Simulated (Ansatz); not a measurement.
# BGeH₄+ (triplet): wave-function methods side by side, cc-pVDZ

Aim: climb from Hartree-Fock through coupled cluster and multireference methods for BGeH₄+ (triplet) at one geometry and basis, and see what each rung misses.

The runs use Ansatz 0.2.0, Gaussian basis; cc-pVDZ, core rule «outside noble gas», up to 15 orbitals frozen.

The runs, in order: UHF; CCSD(T) on ROHF; CCSD(T) on UHF; BCCD(T) on ROHF; CISD as a restricted active space (open shells left free, so some higher excitations enter); CCSDT(Q) on ROHF; CCSDT(Q) on UHF; CASSCF and NEVPT2, 10 electrons in 10 orbitals.

23 further runs of the same task are left out: 6 that didn't finish, 17 set aside as unsound or not needed. Runs told in other sessions of the task aren't counted.

### 1 The geometry

The geometry is a PBE0/def2-TZVP stationary point (not a proven minimum) of the parent state, kept for this charge and spin. No spin-orbit coupling is included. The filled d shell of Ge may be among the frozen orbitals whatever the setting's name suggests.

6 atoms, charge 1, spin multiplicity 3.

Atoms are counted from 1 here; the program's logs count them from 0.

Bond lengths: Ge1–B2 2.035 Å, Ge1–H3 1.544 Å, Ge1–H4 1.539 Å, Ge1–H5 1.539 Å, B2–H6 1.191 Å. Angles: B2–Ge1–H3 116.3°, B2–Ge1–H4 108.2°, B2–Ge1–H5 108.2°, H3–Ge1–H4 108.0°, H3–Ge1–H5 108.0°, H4–Ge1–H5 107.7°, Ge1–B2–H6 138.1°.

### 2 UHF

in.yaml

```yaml
crystal:
  periodic: [false, false, false]
  atoms:
    - {symbol: Ge, position_ang: [0.000000, 0.014664, 0.265904]}
    - {symbol: B, position_ang: [0.000000, -0.153562, -1.762462]}
    - {symbol: H, position_ang: [0.000000, 1.450275, 0.833026]}
    - {symbol: H, position_ang: [1.242710, -0.713048, 0.809866]}
    - {symbol: H, position_ang: [-1.242710, -0.713048, 0.809866]}
    - {symbol: H, position_ang: [0.000000, 0.566075, -2.711984]}
basis:
  gaussian: {orbitals: cc-pVDZ}
total_charge: 1
magnetization: {spin_polarized: true, initial_magnetization: 2}
hamiltonian: {xc: hf}
output: {orbitals: {seedname: orbitals}}
```

Run with:

```sh
$ ansatz run in.yaml --threads 1 --pin off --events-out ev --progress --plain --max-ram 2393MiB
```

After this run come: CCSD(T) on ROHF; CCSD(T) on UHF; BCCD(T) on ROHF; CISD as a restricted active space (open shells left free, so some higher excitations enter); CCSDT(Q) on ROHF; CCSDT(Q) on UHF; CASSCF and NEVPT2, 10 electrons in 10 orbitals.

Q: Predict the results of all the runs planned. Wanted: UCCSDT(Q) from the RHF energy; RMP2 from UCCSDT(Q); UMP2 from UCCSDT(Q); RCCSD from UCCSDT(Q); RCCSD(T) from UCCSDT(Q); UCCSD(T) from UCCSDT(Q); RCCSDT(Q) from UCCSDT(Q); NEVPT2 frontier from UCCSDT(Q); T1 diagnostic.

**Answer**, as computed:

| quantity | value |
| --- | --- |
| UCCSDT(Q) from the ROHF energy | -5.1141 eV |
| RMP2 from UCCSDT(Q) | +1321.2 meV |
| UMP2 from UCCSDT(Q) | +1304.8 meV |
| RCCSD from UCCSDT(Q) | +170.9 meV |
| RCCSD(T) from UCCSDT(Q) | +44.6 meV |
| UCCSD(T) from UCCSDT(Q) | +43.8 meV |
| RCCSDT(Q) from UCCSDT(Q) | +2.6 meV |
| NEVPT2 frontier from UCCSDT(Q) | +1085.8 meV |
| levels within 1 kcal/mol (43 meV) | RCCSDT, UCCSDT, RCCSDT(Q) |
| T1 diagnostic | 0.040 |

What this shows: RCCSD(T) misses by +44.6 meV, 0.9 % of the correlation energy. These misses are within one basis, not against nature; the frozen cores of restricted and unrestricted runs differ, which can shift their rows.

With open shells the CI space here admits some higher excitations, so it is larger than plain CISD.
